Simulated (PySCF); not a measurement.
# A diatomic session: PBr

The task here is to estimate one member of a computed series from the others.

The runs use PySCF 2.14.0; P def2-TZVPPD, Br def2-TZVPPD, no relativity.

The first run:

The job is set up so:

```json
{
 "atoms": "P, Br",
 "charge": "0",
 "basis": "P def2-TZVPPD, Br def2-TZVPPD",
 "Hamiltonian": "no relativity",
 "basis functions": "105",
 "electrons treated": "50",
 "masses in u": "30.9738, 78.9183",
 "levels": "PBE0, PBE, r²SCAN, B2PLYP, r²SCAN0, TPSS, M06, M06-L, ωB97X, HF, MP2, SCS-MP2, CCSD, CCSD(T)",
 "grid": "80 radial by 434 angular points",
 "occupations": "held fixed by the projection of orbital angular momentum",
 "dissociation limit": "P + Br, each in its ground configuration",
 "starting distance in angstrom": "2.180",
 "values of 2S to try": "0, 2, 4"
}
```

The run is started by

```bash
$ OMP_NUM_THREADS=2 python dia.py task.json out
```

Steps of the session up to this table: The job; PBE0 along the bond; Higher solutions at PBE0; PBE; r²SCAN (meta-GGA); B2PLYP (double hybrid); r²SCAN0 (hybrid meta-GGA); TPSS; M06 (hybrid meta-GGA); M06-L; ωB97X (range-separated hybrid); UHF (mean field); Correlated methods on the Hartree–Fock reference.

One of the session's tables, all rows but one given; the rest of the session is left out.

Energy (eV) from each level's lowest point:

| R (Å) | UHF | UHF-MP2 | UHF-SCS-MP2 | UHF-CCSD | UHF-CCSD(T) |
| --- | --- | --- | --- | --- | --- |
| 1.875 | 1.331 | 1.170 | 1.216 | n/a | n/a |
| 1.962 | 0.614 | 0.509 | 0.542 | 0.554 | 0.563 |
| 2.049 | 0.211 | 0.155 | 0.174 | 0.180 | 0.186 |
| 2.115 | 0.059 | 0.033 | 0.042 | 0.045 | 0.048 |
| 2.180 | 0.000 | 0.000 | 0.000 | 0.000 | 0.000 |
| 2.245 | 0.013 | 0.035 | 0.025 | 0.024 | 0.020 |
| 2.333 | ? | ? | ? | ? | ? |
| 2.442 | 0.327 | 0.385 | 0.351 | 0.349 | 0.332 |
| 2.572 | 0.652 | 0.744 | 0.706 | 0.673 | 0.649 |
| 2.747 | 1.021 | 1.427 | 1.408 | n/a | n/a |

Q: Estimate the row for R (Å) = 2.333 from the others.

Worked estimate for «UHF». A straight line through the neighbours (2.245, 0.013) and (2.442, 0.327) gives 0.013 + (0.327 − 0.013) × (2.333 − 2.245) / (2.442 − 2.245) = 0.153; a parabola fitted to 4 rows on both sides gives 0.124.

As computed: UHF: 0.113; UHF-MP2: 0.155; UHF-SCS-MP2: 0.134; UHF-CCSD: 0.132; UHF-CCSD(T): 0.123. In «UHF» the line misses by +0.040 and the parabola by +0.011.

To keep in mind: Lowest PBE0 solution found, without spin–orbit coupling: ³Σ⁻ (triplet), unpaired electrons π ↑↑. Warnings in the runs' records: inverted.
